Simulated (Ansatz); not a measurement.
# C2H6BClO: one species, many methods

An exercise on one series of results from a longer session: the logs are not shown, and one member is left open.

Computed with Ansatz 0.2.0, Gaussian basis. Level: functionals in def2-TZVPP, the program's frozen cores in correlated methods.

The runs, in order: PBE-D4, r2SCAN-D4, PBE0-D4, B3LYP-D4, ωB97X-V, ωB97M-V, B2PLYP; CCSD(T)/def2-TZVPP; MP2/def2-QZVPP; extrapolation to the limit.

### The geometry

An earlier PBE0-D4 in a triple-zeta def2 set relaxation fixed the geometry.

SMILES `OBCCCl`, 11 atoms, charge 0, spin multiplicity 1.

Atoms are counted from 1 here; the program's logs count them from 0.

Bond lengths: O1–B2 1.352 Å, O1–H6 0.960 Å, B2–C3 1.570 Å, B2–H7 1.205 Å, C3–C4 1.511 Å, C3–H8 1.102 Å, C3–H9 1.094 Å, C4–Cl5 1.794 Å, C4–H10 1.090 Å, C4–H11 1.089 Å. Angles: B2–O1–H6 113.4°, O1–B2–C3 118.8°, O1–B2–H7 119.8°, C3–B2–H7 121.3°, B2–C3–C4 113.5°, B2–C3–H8 107.0°, B2–C3–H9 111.3°, C4–C3–H8 107.6°, C4–C3–H9 110.7°, H8–C3–H9 106.3°, C3–C4–Cl5 110.7°, C3–C4–H10 111.8°, C3–C4–H11 113.0°, Cl5–C4–H10 105.9°, Cl5–C4–H11 106.0°, H10–C4–H11 109.0°.

The first run:

in.yaml

```yaml
crystal:
  periodic: [false, false, false]
  atoms:
    - {symbol: O, position_ang: [-0.009271, 1.638075, 1.592018]}
    - {symbol: B, position_ang: [-0.466503, 0.836627, 0.603721]}
    - {symbol: C, position_ang: [0.235253, -0.547328, 0.367246]}
    - {symbol: C, position_ang: [0.238135, -0.982971, -1.079645]}
    - {symbol: Cl, position_ang: [1.124823, 0.200228, -2.094846]}
    - {symbol: H, position_ang: [-0.512451, 2.450039, 1.686978]}
    - {symbol: H, position_ang: [-1.424540, 1.172663, -0.045958]}
    - {symbol: H, position_ang: [-0.330805, -1.298293, 0.940782]}
    - {symbol: H, position_ang: [1.250287, -0.551982, 0.774445]}
    - {symbol: H, position_ang: [-0.770617, -1.032257, -1.489414]}
    - {symbol: H, position_ang: [0.731089, -1.941602, -1.234726]}
basis:
  gaussian: {orbitals: def2-TZVPP}
hamiltonian: {xc: pbe, dispersion: d4}
output: {forces: true, orbitals: {seedname: orbitals}}
```

Launch:

```console
ansatz run in.yaml --threads 4 --pin off --events-out ev --progress --plain --max-ram 10444MiB
```

Among the steps run: PBE-D4 (GGA); r2SCAN-D4 (meta-GGA); PBE0-D4 (hybrid); B3LYP-D4 (hybrid); ωB97X-V (range-separated); ωB97M-V (range-separated); B2PLYP (double hybrid); CCSD(T) in def2-TZVPP; MP2 in def2-QZVPP.

One table of the session follows, with a row left open; its other results are not shown here.

```
            method  atomisation energy (kJ/mol)
            PBE-D4                       4338.1
         r2SCAN-D4                       4268.3
           PBE0-D4                            ?
          B3LYP-D4                       4243.3
           ωB97X-V                       4251.5
           ωB97M-V                       4267.0
            B2PLYP                       4206.8
     HF/def2-TZVPP                       3176.3
    MP2/def2-TZVPP                       4226.5
   CCSD/def2-TZVPP                       4083.2
CCSD(T)/def2-TZVPP                       4142.4
           MP2/CBS                       4326.0
       CCSD(T)/CBS                       4241.9
```

Q: Estimate the row for PBE0-D4 from the others.

As computed: atomisation energy (kJ/mol): 4270.6. In the column «atomisation energy (kJ/mol)» it lies between r2SCAN-D4 (4268.3) and MP2/CBS (4326.0).

Caveats from the session: Free atoms (1 O, 1 B, 2 C, 1 Cl, 6 H) were run apart at each level; the atomisation energy is their sum less the molecule, without zero-point or spin-orbit terms.
